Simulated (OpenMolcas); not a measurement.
**Cl⁶⁺: CASSCF terms and fine-structure levels**

Wanted: the level scheme of Cl⁶⁺ from active-space wave functions.

Program: OpenMolcas 26.06. Level of theory: state-averaged CASSCF, spin-orbit coupling by RASSI with atomic mean-field integrals. These are calculated values, not measurements, unless marked.

### Step 1. Starting point

```
Species                           : Cl⁶⁺ (chlorine, Z = 17, 11 electrons)
Basis                             : ANO-R0 [3s2p], 9 functions
Scalar Hamiltonian                : X2C, finite nucleus
Inactive shells                   : 1s 2s 2p
Active space                      : 1 electron in 4 orbitals (3s 3p)
Some configurations of this space : 3p, 3s
Orbitals                          : optimised for the ground-state spin in each parity, averaged over the low roots
```

Outer shells as boxes (Hund's rule):

3p
```
3p [↑ ][  ][  ]
```

3s
```
3s [↑ ]
```

Each step is its own input file, run in one work folder so that later steps find the files of earlier ones. Labels, J, g values, rates, χT and fits are worked out afterwards by a script from the matrices that RASSI stores.

### Step 2. GATEWAY and SEWARD: basis and integrals

a.inp reads:

```
&GATEWAY
Coord
1

Cl 0.0 0.0 0.0
Basis=ANO-R0
Group=XYZ
NoMove
AngMom=0.0 0.0 0.0
AMFI
&SEWARD
```

Run with:

```bash
$ OMP_NUM_THREADS=1 MOLCAS_MEM=2252 MOLCAS_PROJECT=a pymolcas a.inp > a.log
```

### Step 3. Reference wave functions, doublets of even parity, 1 root

a.inp reads:

```
&RASSCF
FileOrb=start.orb
Symmetry=1
Spin=2
nActEl=1 0 0
Inactive=2 3
Ras2=1 3
CIRoot=1 1 1
SDav=1
CIMx=300
Iter=120 100
PrWF=0.3
OrbListing=Nothing
MaxOrb=0
Atom
>>> COPY $Project.JobIph JOB001
```

start.orb holds the contracted functions of the basis, ordered by shell, or the orbitals of the step before.

### Step 4. Reference wave functions, doublets of odd parity, 3 roots

a.inp reads:

```
&RASSCF
FileOrb=start.orb
Symmetry=2
Spin=2
nActEl=1 0 0
Inactive=2 3
Ras2=1 3
CIRoot=3 3 1
SDav=3
CIMx=300
Iter=120 100
PrWF=0.3
OrbListing=Nothing
MaxOrb=0
Atom
>>> COPY $Project.JobIph JOB002
```

### Step 5. RASSI: spin-orbit coupling between the states

a.inp reads:

```
&RASSI
NrOfJobIphs=2 1 3
1
1 2 3
IphNames
JOB001
JOB002
EJob
SpinOrbit
DIPRint=1.0
SOCoupling=1000.0
Subsets=2
MEES
Property=10
'ANGMOM' 1 'ANGMOM' 2 'ANGMOM' 3 'MLTPL  1' 1 'MLTPL  1' 2 'MLTPL  1' 3
'AMFI' 1 'AMFI' 2 'AMFI' 3 'MLTPL  2' 6
SOProperty=3
'ANGMOM' 1 'ANGMOM' 2 'ANGMOM' 3
```

(Steps that only read results are left out.)

**Question.** What will these runs give? Wanted: lowest level; first excited level; strongest of the lines computed, by gA, at CASSCF energies.

As calculated:

```
                                                  quantity                                               value
                                                    method                                              CASSCF
                                              lowest level            3s ²S_1/2, 100 % of that term, g = 2.002
                               ground level listed by NIST                                               2S1/2
                                       first excited level                            3p ²P°_1/2 at 17.6440 eV
strongest of the lines computed, by gA, at CASSCF energies  3p ²P°_3/2 → 3s ²S_1/2, 69.86 nm, A = 5.04e+09 s⁻¹
```

**Reading.** The computed levels miss the measured ones by 19000 cm⁻¹ on average. Only the configurations of the active space and the roots asked for are present. The basis is small and contracted for the neutral atom, so it is rough for this charge. Levels of other configurations are missing from the list.
